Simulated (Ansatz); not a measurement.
BrH3OSSi, SMILES O[SiH](S)Br, a ladder of methods at one geometry

With Ansatz's Python interface.

Typed at the interpreter:
```pycon
>>> import ansatz
>>> geometry_ang = [
...     ('O', (0.0297, 1.6407, -0.3044)),
...     ('Si', (0.1137, 0.1886, 0.3776)),
...     ('S', (0.4675, -1.1833, -1.2159)),
...     ('Br', (-1.7376, -0.3112, 1.3052)),
...     ('H', (-0.5515, 1.7024, -1.1422)),
...     ('H', (1.2147, 0.1778, 1.3683)),
...     ('H', (0.5248, -2.283, -0.4342)),
... ]
>>> geometry = ansatz.Crystal.molecule()
>>> for symbol, xyz in geometry_ang:
...     geometry = geometry.atom(symbol, xyz)
...
>>> base = geometry.calculation().basis(gaussian='def2-SVP')
>>> methods = ['mp2', 'ccsd', 'ccsd_t']
>>> reports = [base.correlation(m).run(threads=1).report for m in methods]

>>> print(f'Hartree-Fock reference {reports[0]["reference_energy_ev"] / 27.211386246:.6f} Ha')
Hartree-Fock reference -3335.012001 Ha
>>> best = reports[-1]['free_energy_ev'] - reports[-1]['reference_energy_ev']
>>> for method, each in zip(methods, reports):
...     gained = each['free_energy_ev'] - each['reference_energy_ev']
...     print(f'{method:8s} total {each["free_energy_ev"] / 27.211386246:.6f} Ha  correlation {gained:9.4f} eV  ({100 * gained / best:.1f} % of the last)')
...
mp2      total -3335.655459 Ha  correlation  -17.5094 eV  (93.2 % of the last)
ccsd     total -3335.686261 Ha  correlation  -18.3476 eV  (97.7 % of the last)
ccsd_t   total -3335.702124 Ha  correlation  -18.7792 eV  (100.0 % of the last)
```

Reading the output:
- The settings weren't tested for convergence.
- The geometry is a force-field or estimated start, not a minimum of this method, and the basis set is short of its limit. A lower total doesn't mark the better method: functionals have no common bound, and MP2 and coupled cluster aren't variational.
- Inner cores stay frozen; a filled d shell under the valence of the heavier atoms is correlated with it.
- Hardware and time: 16 s on 1 thread of AMD EPYC 7B13 (Zen 3), on a shared host, peak memory 0.39 GiB.

(Lines on the test bed's own set-up are left out of the output.)
